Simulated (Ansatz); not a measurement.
# C (Diamond): the cost of one run

All numbers are computed with Ansatz 0.2.0 through its Python package. The levels of theory stand in the script.

## Step 1: The structure

It takes space group Fd-3m (No. 227, cubic). Conventional cell: a = 3.567 Å, b = 3.567 Å, c = 3.567 Å, α = 90.00°, β = 90.00°, γ = 90.00°. C (site symmetry -43m) has 4 C at 1.54 Å as nearest neighbours.

No structure file is read: the coordinates are typed or built in the script.

## Step 2: The script

The input, c_ddh.py:

```python
"""A hybrid whose exact exchange is one over the dielectric constant of C."""

import ansatz as az
import numpy as np

MESH = (6, 6, 6)
SMEARING = "fixed"


def count_gap(report):
    # lowest empty less highest filled band, counting bands; zero where they overlap
    return max(report.get("gap_by_band_count_ev") or 0.0, 0.0)


def main() -> None:
    structure = (
        az.Lattice.fcc(3.56674)
        .space_group(227, origin_choice=1)
        .atom("C", (0.0, 0.0, 0.5))
        .primitive()
    )

    base = (
        structure.calculation()
        .kpoints(*MESH)
        .occupations(SMEARING)
        .band_table()
    )
    semilocal = base.functional("pbe").run(threads=1).report
    hybrid = base.functional(exchange="pbe", correlation="pbe", exact_fraction="inverse_dielectric").run(threads=1).report
    alpha = hybrid["hybrid"]["exact_exchange_fraction"]
    print(f"fraction of exact exchange {alpha:.4f}, so eps_inf = {1 / alpha:.2f}")
    print(f"gap by band count: {count_gap(semilocal):.3f} eV semilocal, {count_gap(hybrid):.3f} eV hybrid")


if __name__ == "__main__":
    main()
```

## Step 3: The input behind the calls

The package turns the script's settings into the engine's input (first run):

```yaml
crystal:
  lattice:
    bravais: fcc
    a: 3.56674
  space_group: 227
  setting:
    origin_choice: 1
  atoms:
    - { symbol: C, position: [0.0, 0.0, 0.5] }
  reduce_to_primitive: true
kpoints:
  mp_grid:
    grid: [6, 6, 6]
hamiltonian:
  xc: pbe
scf:
  occupations:
    method: fixed
output:
  eigenvalues: true
```

## Step 4: Running it

The run is started by

```
python c_ddh.py
```

Q: Estimate wall time and peak memory on 1 thread of Arm Neoverse N1, shared host.

About 12 s, with a peak of 0.48 GiB.
